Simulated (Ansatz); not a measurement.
**C₆H₁₆O₄Ti: up Jacob's ladder to CCSD(T)**

An exercise on one series of results from a longer session: the logs are not shown, and one member is left open.

Computed with Ansatz 0.2.0, Gaussian basis. Level: functionals in def2-TZVPP, the program's frozen cores in correlated methods.

Levels to be run: LDA (SPW92), PBE-D4, revPBE-D4, BLYP-D4, r2SCAN-D4, B97M-V, PBE0-D4, B3LYP-D4, r2SCANh-D4, r2SCAN0-D4, HSE06-D4, BHLYP-D4, CAM-B3LYP-D4, LC-ωPBE, ωB97X-V, ωB97M-V, B2PLYP, PBE-QIDH; CCSD(T)/def2-SVP; CCSD(T)/def2-TZVPP; MP2/def2-QZVPP; extrapolation to the limit; RPA on PBE.

**The geometry**

The geometry comes from an earlier relaxation with PBE0-D4 in a triple-zeta def2 set; it is a stationary point, not always the lowest conformer.

SMILES `CC(C)[O][Ti]([OH])([OH])[O]C(C)C`, 27 atoms, charge 0, spin multiplicity 1.

Atoms are counted from 1 here; the program's logs count them from 0.

Bond lengths: C1–C2 1.516 Å, C1–H12 1.093 Å, C1–H13 1.093 Å, C1–H14 1.092 Å, C2–C3 1.516 Å, C2–O4 1.403 Å, C2–H15 1.099 Å, C3–H16 1.094 Å, C3–H17 1.093 Å, C3–H18 1.091 Å, O4–Ti5 1.779 Å, Ti5–O6 1.816 Å, Ti5–O7 1.814 Å, Ti5–O8 1.779 Å, O6–H19 0.957 Å, O7–H20 0.958 Å, O8–C9 1.407 Å, C9–C10 1.516 Å and more. Angles: C2–C1–H12 110.7°, C2–C1–H13 110.1°, C2–C1–H14 110.6°, H12–C1–H13 108.5°, H12–C1–H14 108.5°, H13–C1–H14 108.4°, C1–C2–C3 112.4°, C1–C2–O4 110.0°, C1–C2–H15 108.9°, C3–C2–O4 109.9°, C3–C2–H15 108.8°, O4–C2–H15 106.7°, C2–C3–H16 110.2°, C2–C3–H17 110.7°, C2–C3–H18 110.5°, H16–C3–H17 108.4°, H16–C3–H18 108.3°, H17–C3–H18 108.7° and more.

Set-up of the first run:

File in.yaml:

```yaml
crystal:
  periodic: [false, false, false]
  atoms:
    - {symbol: C, position_ang: [-0.125183, 1.044591, -2.426747]}
    - {symbol: C, position_ang: [-0.024942, 2.207561, -1.458811]}
    - {symbol: C, position_ang: [1.356211, 2.833413, -1.447012]}
    - {symbol: O, position_ang: [-0.368627, 1.786816, -0.164847]}
    - {symbol: Ti, position_ang: [-0.062371, 0.769703, 1.262076]}
    - {symbol: O, position_ang: [1.254264, 1.506996, 2.272917]}
    - {symbol: O, position_ang: [-1.594585, 0.620486, 2.222276]}
    - {symbol: O, position_ang: [0.464206, -0.850145, 0.747825]}
    - {symbol: C, position_ang: [0.140114, -2.216797, 0.662317]}
    - {symbol: C, position_ang: [-1.070251, -2.403359, -0.232038]}
    - {symbol: C, position_ang: [-0.078579, -2.782339, 2.052032]}
    - {symbol: H, position_ang: [0.094605, 1.371096, -3.445987]}
    - {symbol: H, position_ang: [0.587974, 0.263208, -2.150928]}
    - {symbol: H, position_ang: [-1.129591, 0.616982, -2.409719]}
    - {symbol: H, position_ang: [-0.757952, 2.973800, -1.746480]}
    - {symbol: H, position_ang: [2.108539, 2.084477, -1.184222]}
    - {symbol: H, position_ang: [1.603598, 3.240195, -2.430477]}
    - {symbol: H, position_ang: [1.404560, 3.639308, -0.713071]}
    - {symbol: H, position_ang: [2.081503, 1.107145, 2.541504]}
    - {symbol: H, position_ang: [-2.454229, 0.989634, 2.017854]}
    - {symbol: H, position_ang: [1.003030, -2.717058, 0.202153]}
    - {symbol: H, position_ang: [-0.891215, -1.969052, -1.217197]}
    - {symbol: H, position_ang: [-1.941774, -1.914201, 0.211709]}
    - {symbol: H, position_ang: [-1.297124, -3.464703, -0.357451]}
    - {symbol: H, position_ang: [-0.923143, -2.280934, 2.531898]}
    - {symbol: H, position_ang: [-0.289598, -3.853307, 2.003885]}
    - {symbol: H, position_ang: [0.808863, -2.633912, 2.670342]}
basis:
  gaussian: {orbitals: def2-TZVPP}
hamiltonian: {xc: lda}
output: {orbitals: {seedname: orbitals}}
```

Launch:

```sh
$ ansatz run in.yaml --threads 10 --pin off --events-out ev --progress --plain --max-ram 110592MiB --backend cuda --devices 0, --max-vram 75GiB
```

Among the steps run: LDA; PBE-D4 (GGA); revPBE-D4 (GGA); BLYP-D4 (GGA); r2SCAN-D4 (meta-GGA); B97M-V (meta-GGA); B3LYP-D4 (hybrid); r2SCANh-D4 (hybrid); r2SCAN0-D4 (hybrid); HSE06-D4 (hybrid); BHLYP-D4 (hybrid); CAM-B3LYP-D4 (range-separated); LC-ωPBE (range-separated); ωB97X-V (range-separated); ωB97M-V (range-separated); B2PLYP (double hybrid); PBE-QIDH (double hybrid).

One of the session's tables, all rows but one given; the rest of the session is left out.

It belongs to the step «Frontier levels by functional». 

| functional | HOMO (eV) | gap (eV) |
| --- | --- | --- |
| LDA (SPW92) | -6.46 | 4.35 |
| PBE-D4 | -6.27 | 4.40 |
| revPBE-D4 | -6.20 | 4.41 |
| BLYP-D4 | -6.18 | 4.39 |
| r2SCAN-D4 | -6.59 | 4.83 |
| B97M-V | -6.74 | 4.93 |
| PBE0-D4 | -7.79 | 6.91 |
| B3LYP-D4 | -7.56 | 6.38 |
| r2SCANh-D4 | -7.16 | 5.78 |
| r2SCAN0-D4 | -8.01 | 7.22 |
| HSE06-D4 | -7.38 | 6.12 |
| BHLYP-D4 | ? | ? |
| CAM-B3LYP-D4 | -9.21 | 9.43 |
| LC-ωPBE | -10.50 | 11.90 |
| ωB97X-V | -10.19 | 11.53 |
| ωB97M-V | -10.14 | 11.30 |

**Question.** Estimate the row for BHLYP-D4.

Worked estimate for «HOMO (eV)». Against the share of exact exchange, BLYP-D4 (0, -6.18), B3LYP-D4 (0.2, -7.56) give a slope of -6.90 per unit share; at 0.5 the line stands at -9.63.

The run gave: HOMO (eV): -9.25; gap (eV): 9.52. In «HOMO (eV)» the line misses by -0.38.
